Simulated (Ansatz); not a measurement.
# Ge₂H₄Cl₂: small, medium and large basis sets

An exercise on one series of results from a longer session: the logs are not shown, and one member is left open.

The runs use Ansatz 0.2.0, Gaussian basis; one geometry, several basis sets.

Plan: PBE0-D4/def2-SVP; ωB97M-V/def2-SVP; PBE0-D4/def2-QZVPP; ωB97M-V/def2-QZVPP; the functionals' def2-TZVPP values are taken from earlier runs.

## Structure used throughout

An earlier PBE0-D4 in a triple-zeta def2 set relaxation fixed the geometry.

SMILES `[Cl][GeH]([Cl])[GeH3]`, 8 atoms, charge 0, spin multiplicity 1.

Atoms are counted from 1 here; the program's logs count them from 0.

Bond lengths: Cl1–Ge2 2.154 Å, Ge2–Cl3 2.154 Å, Ge2–Ge4 2.424 Å, Ge2–H5 1.536 Å, Ge4–H6 1.534 Å, Ge4–H7 1.534 Å, Ge4–H8 1.531 Å. Angles: Cl1–Ge2–Cl3 107.2°, Cl1–Ge2–Ge4 108.6°, Cl1–Ge2–H5 106.4°, Cl3–Ge2–Ge4 108.6°, Cl3–Ge2–H5 106.4°, Ge4–Ge2–H5 119.0°, Ge2–Ge4–H6 108.6°, Ge2–Ge4–H7 108.6°, Ge2–Ge4–H8 107.6°, H6–Ge4–H7 110.3°, H6–Ge4–H8 110.8°, H7–Ge4–H8 110.8°.

Set-up of the first run:

The input, in.yaml:

```yaml
crystal:
  periodic: [false, false, false]
  atoms:
    - {symbol: Cl, position_ang: [1.194359, -2.291371, -0.804317]}
    - {symbol: Ge, position_ang: [1.032166, -0.421382, 0.253030]}
    - {symbol: Cl, position_ang: [0.961050, -0.882920, 2.356141]}
    - {symbol: Ge, position_ang: [-1.051050, 0.646050, -0.376542]}
    - {symbol: H, position_ang: [2.352909, 0.325719, 0.017657]}
    - {symbol: H, position_ang: [-1.189901, 1.954078, 0.412566]}
    - {symbol: H, position_ang: [-1.019446, 0.932783, -1.883094]}
    - {symbol: H, position_ang: [-2.187989, -0.319857, -0.031241]}
basis:
  gaussian: {orbitals: def2-SVP}
hamiltonian: {xc: pbe0, dispersion: d4}
output: {orbitals: {seedname: orbitals}}
```

The run is started by

```
$ ansatz run in.yaml --threads 4 --pin off --events-out ev --progress --plain --max-ram 10444MiB
```

Steps of the session up to this table: PBE0-D4 in def2-SVP; ωB97M-V in def2-SVP; PBE0-D4 in def2-QZVPP; ωB97M-V in def2-QZVPP.

One table of the session follows, with a row left open; its other results are not shown here.

It belongs to the step «Density functionals: the series». 

| functional | basis | HOMO (eV) |
| --- | --- | --- |
| PBE0-D4 | def2-SVP | -8.14 |
| PBE0-D4 | def2-TZVPP | -8.25 |
| PBE0-D4 | def2-QZVPP | -8.26 |
| ωB97M-V | def2-SVP | -10.13 |
| ωB97M-V | def2-TZVPP | -10.28 |
| ωB97M-V | def2-QZVPP | ? |

**Question.** Estimate the row for ωB97M-V, def2-QZVPP.

The run gave: HOMO (eV): -10.31. In the column «HOMO (eV)» it is the lowest.
